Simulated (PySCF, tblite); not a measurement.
# C₄H₁₂N₂O₂Si₂: geometry, infrared bands and NMR shifts

What infrared bands and NMR shifts should C₄H₁₂N₂O₂Si₂ (`CC(=O)[C@@H]1OC[Si@H](N)N[SiH2]1`) show?

Computed with tblite 0.8.0 and PySCF 2.14.0, with density-fitted response routines of our own, on a single molecule in the gas phase. Atoms count from 0, in the outputs and in this text.

## (1) Starting geometry

22 atoms, charge 0, multiplicity 1; geometry from: force field or distance geometry start.

Bonds of the start (Å): C0–C1 1.49, C1–O2 1.23, C1–C3 1.48, C3–O4 1.39, O4–C5 1.42, C5–Si6 1.87, Si6–N7 1.76, Si6–N8 1.81, N8–Si9 1.79, Si9–C3 1.89, C0–H10 1.13, C0–H11 1.11, C0–H12 1.10, C3–H13 1.09, C5–H14 1.10, C5–H15 1.12, Si6–H16 1.48, N7–H17 1.05, N7–H18 1.07, N8–H19 1.05, Si9–H20 1.46, Si9–H21 1.47.

## (2) Optimising the geometry with GFN2-xTB

Job settings and geometry (Å):

```
{"job": {"kind": "relax", "xc": "GFN2-xTB", "basis": "xTB"}, "charge": 0, "multiplicity": 1}
C      3.247400     0.068600     0.775000
C      2.319500     0.025000    -0.391300
O      2.811200    -0.081800    -1.513300
C      0.846500     0.086200    -0.306800
O      0.362200     0.186200     0.989500
C     -0.822300     0.959400     1.043500
Si    -2.016100     0.295000    -0.235000
N     -3.704800     0.614000     0.147600
N     -1.609400    -1.467600    -0.340700
Si     0.039500    -1.451300    -1.046900
H      3.248400    -0.953500     1.245100
H      2.868200     0.800400     1.515000
H      4.259100     0.314500     0.416200
H      0.506200     0.936700    -0.890500
H     -0.558000     2.015700     0.877200
H     -1.238400     0.755200     2.068100
H     -1.581500     0.877200    -1.529900
H     -3.887800     1.627500    -0.039000
H     -4.297400     0.114000    -0.585300
H     -1.492400    -1.856100     0.626100
H      0.797400    -2.657000    -0.739600
H     -0.107800    -1.188800    -2.486400
```

Run with:

```console
OMP_NUM_THREADS=1 python probes_run.py task.json out
```

The driver reads the jobs from task.json and runs them one after another.

**Question.** This job is followed by: GFN2-xTB harmonic vibrations, gas phase; GIAO PBE0/pcSseg-1 NMR shielding, non-relativistic, gas phase. What will the session give for the following? strongest single infrared mode (GFN2-xTB); zero-point energy (GFN2-xTB); 13C shifts against TMS (PBE0/pcSseg-1); 1H shifts against TMS (PBE0/pcSseg-1, means over atoms taken as alike); 17O shifts against H2O (PBE0/pcSseg-1); 29Si shifts against TMS (PBE0/pcSseg-1); 15N shifts against NH3 (PBE0/pcSseg-1).

As calculated:

| quantity | value |
| --- | --- |
| strongest single infrared mode (GFN2-xTB) | 1730 cm⁻¹, 401 km/mol |
| zero-point energy (GFN2-xTB) | 100.8 kcal/mol |
| 13C shifts against TMS (PBE0/pcSseg-1) | 215.2, 85.8, 65.6, 29.7 ppm |
| 1H shifts against TMS (PBE0/pcSseg-1, means over atoms taken as alike) | 5.49, 4.91, 4.79, 3.89, 3.72, 3.60, 2.32, 0.37, -0.34 ppm |
| 17O shifts against H2O (PBE0/pcSseg-1) | 639.9, 3.0 ppm |
| 29Si shifts against TMS (PBE0/pcSseg-1) | -33.7, -37.0 ppm |
| 15N shifts against NH3 (PBE0/pcSseg-1) | 23.9, 15.3 ppm |

In words: Over 149 steps the energy fell by 1.190 eV; of the close pairs, Si6–N8 changed most, 1.812 to 1.735 Å. No mode is imaginary among the 60: a minimum at this level. The strongest single mode, at 1730 cm⁻¹, moves mainly C1 and O2. Unscaled tight-binding wavenumbers are off by several per cent, some by more. Its intensities can rank the bands wrongly. The most deshielded carbon is C1 (ketone carbonyl carbon), at 215.2 ppm: the double bond to the heteroatom, with no lone-pair donor beside it, deshields it most. At PBE0/pcSseg-1: The widest tensor belongs to O2: span 1230 ppm, with a paramagnetic part of -700 ppm.
